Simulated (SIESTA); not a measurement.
YScO2:

```
CELL_PARAMETERS angstrom
1.79327 1.03535 6.13181
-1.79327 1.03535 6.13181
0.00000 -2.07069 6.13181
ATOMIC_POSITIONS crystal
Y 0.50000 0.50000 0.50000
Sc 0.00000 0.00000 0.00000
O 0.89002 0.89002 0.89002
O 0.10998 0.10998 0.10998
```

The cell comes from a database or a generator and needn't be the stable form of this composition.

- Program: SIESTA 5.4.2
- Task: single point
- Functional: PBEsol
- Potentials or basis: PseudoDojo 0.4 standard (PBEsol files)
- Basis: DZP (energy shift 0.003 Ry; two zetas on semicore shells)
- Grid cutoff: 800 Ry
- Energy shift: 0.003 Ry
- k mesh: 9 × 9 × 9
- Occupations: fermi-dirac, width 0.05 eV
- Spin: no spin polarisation

On this cell: pressure -3.4 GPa; largest force 0.023 eV/Å; band gap on the k mesh 0.05 eV, indirect (least direct gap 0.25 eV).

The same run follows on a disturbed copy (atoms moved at random, drawn with an rms of 0.05 Å):

```xyz
4
Lattice="1.7933 1.0353 6.1318 -1.7933 1.0353 6.1318 0.0000 -2.0707 6.1318" Properties=species:S:1:pos:R:3 pbc="T T T"
Y     0.0195    0.0046    9.1811
Sc    0.0330   -0.0374    0.0144
O     0.0105    0.0126   16.3769
O     0.0208   -0.0062    2.0610
```

Task: What changes?

Result: The energy moves by +3.9 meV/atom; pressure -3.4 GPa; largest force 0.489 eV/Å; band gap on the k mesh 0.05 eV, indirect (least direct gap 0.25 eV).

Forces in eV/Å, atoms in the order of the input:
```
Y   -0.016 -0.041  0.342
Sc  -0.049  0.120 -0.071
O    0.075 -0.121  0.212
O   -0.011  0.043 -0.487
```

Stress tensor (GPa, compression positive):
```
-2.36 -0.05  0.16
-0.05 -2.65 -0.29
 0.16 -0.29 -5.19
```

Caveats: an odd mesh through Γ misses points on the zone boundary, where band edges often lie; the basis of atomic orbitals isn't converged, which shifts pressures, moduli and gaps.
